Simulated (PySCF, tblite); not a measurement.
**C6H9PSi: geometry, infrared bands and NMR shifts**

What infrared bands and NMR shifts should C6H9PSi (`[SiH3]Pc1ccccc1`) show?

Computed with tblite 0.8.0 and PySCF 2.14.0, with density-fitted response routines of our own, on a single molecule in the gas phase. Atoms count from 0, in the outputs and in this text.

**1. The starting structure**

17 atoms, charge 0, multiplicity 1; geometry from: force field or distance geometry start.

Bonds of the start (Å): Si0–P1 2.24, P1–C2 1.82, C2–C3 1.37, C3–C4 1.40, C4–C5 1.39, C5–C6 1.38, C6–C7 1.38, C7–C2 1.39, Si0–H8 1.48, Si0–H9 1.44, Si0–H10 1.47, P1–H11 1.45, C3–H12 1.08, C4–H13 1.08, C5–H14 1.10, C6–H15 1.10, C7–H16 1.09.

**2. Geometry optimisation with GFN2-xTB**

Job settings and geometry (Å):

```
{"job": {"kind": "relax", "xc": "GFN2-xTB", "basis": "xTB"}, "charge": 0, "multiplicity": 1}
Si     3.063900     0.195500    -0.047300
P      1.465100    -0.651100    -1.363300
C     -0.102600    -0.226900    -0.532600
C     -0.503800    -1.013900     0.510800
C     -1.707500    -0.717000     1.170200
C     -2.439200     0.363700     0.706400
C     -2.039500     1.163400    -0.349900
C     -0.844600     0.861500    -0.977100
H      2.775300     1.646100     0.022200
H      4.389000    -0.077400    -0.534100
H      2.801700    -0.322000     1.308600
H      1.628600    -2.080300    -1.551000
H      0.089200    -1.853000     0.851700
H     -2.036400    -1.330400     1.998000
H     -3.371000     0.578500     1.240500
H     -2.668000     2.010000    -0.649400
H     -0.507200     1.465200    -1.813700
```

Run with:

```
> OMP_NUM_THREADS=1 python probes_run.py task.json out
```

This one command runs all jobs of the session in turn.

**Question.** This job is followed by: GFN2-xTB harmonic vibrations, gas phase; GIAO PBE0/pcSseg-1 NMR shielding, non-relativistic, gas phase. What will the session give for the following? strongest single infrared mode (GFN2-xTB); zero-point energy (GFN2-xTB); ¹³C shifts against TMS (PBE0/pcSseg-1, means over atoms taken as alike); ¹H shifts against TMS (PBE0/pcSseg-1, means over atoms taken as alike); ²⁹Si shifts against TMS (PBE0/pcSseg-1); ³¹P shifts against H3PO4 (PBE0/pcSseg-1).

As calculated:

```
                                                               quantity                             value
                              strongest single infrared mode (GFN2-xTB)              752 cm⁻¹, 568 km/mol
                                           zero-point energy (GFN2-xTB)                     75.9 kcal/mol
¹³C shifts against TMS (PBE0/pcSseg-1, means over atoms taken as alike)    140.1, 138.0, 134.3, 132.2 ppm
 ¹H shifts against TMS (PBE0/pcSseg-1, means over atoms taken as alike)  7.73, 7.54, 7.45, 4.04, 3.39 ppm
                                ²⁹Si shifts against TMS (PBE0/pcSseg-1)                         -72.5 ppm
                               ³¹P shifts against H3PO4 (PBE0/pcSseg-1)                        -168.9 ppm
```

Relaxing lowered the energy by 0.612 eV in 106 steps; the close pair that moved most is P1–H11, from 1.451 to 1.392 Å. All 45 modes are real, so the xTB geometry is a minimum. The strongest single mode, at 752 cm⁻¹, is carried by H8, H9, H10. Unscaled tight-binding wavenumbers are off by several per cent, some by more. Its intensities can rank the bands wrongly. At PBE0/pcSseg-1: The largest span, 312 ppm, is at P1, where the paramagnetic term is -481 ppm. NICS(1)zz of -28 ppm above the planar ring from C2 marks a diatropic (aromatic) ring current.
